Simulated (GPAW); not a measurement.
Ta3AsAu2O13:

```xyz
19
Lattice="5.4520 0.0000 0.0000 -2.7260 4.7216 0.0000 0.0000 0.0000 9.5790" Properties=species:S:1:pos:R:3 pbc="T T T"
Ta    0.0000    0.0000    1.8591
Ta    0.0000    0.0000    7.7199
Ta    2.7260    1.5739    0.0000
As    0.0000    0.0000    4.7895
Au    0.0000    3.1477    2.6273
Au    0.0000    3.1477    6.9517
O     0.0000    0.0000    0.0000
O    -1.3422    4.5860    3.4870
O    -0.5745    1.2662    3.4870
O     1.9167    3.5909    3.4870
O    -1.3422    4.5860    6.0921
O    -0.5745    1.2662    6.0921
O     1.9167    3.5909    6.0921
O     1.1852    1.5782    8.2230
O     3.4927    0.2374    8.2230
O     3.5002    2.9061    8.2230
O     1.1852    1.5782    1.3560
O     3.4927    0.2374    1.3560
O     3.5002    2.9061    1.3560
```

The cell was built by a generator and needn't be a form met in nature.

Base run:

```yaml
Program: GPAW 26.7.0
Functional: RPBE
Potentials_or_basis: the program's PAW data sets (release 1.2.1) made for this functional
Cutoff: 800 eV
Basis: pw
k_mesh: 4 × 4 × 2
Occupations: fermi-dirac, width 0.05 eV
Spin: no spin polarisation
```

Its results: pressure 5.7 GPa; largest force 0.548 eV/Å.

After a change of settings the same cell gave: pressure 4.6 GPa; largest force 0.509 eV/Å. Which change was it?
A. functional from RPBE to r2SCAN; potentials or basis from the program's PAW data sets (release 1.2.1) made for this functional to GPAW PAW data sets (gpaw-data 1.2.1)
B. functional from RPBE to revPBE
C. functional from RPBE to PBE; potentials or basis from the program's PAW data sets (release 1.2.1) made for this functional to GPAW PAW data sets (gpaw-data 1.2.1)
D. functional from RPBE to BLYP; potentials or basis from the program's PAW data sets (release 1.2.1) made for this functional to PAW data sets generated in the run's folder for this functional

B.

Not every run made on this cell is shown here.
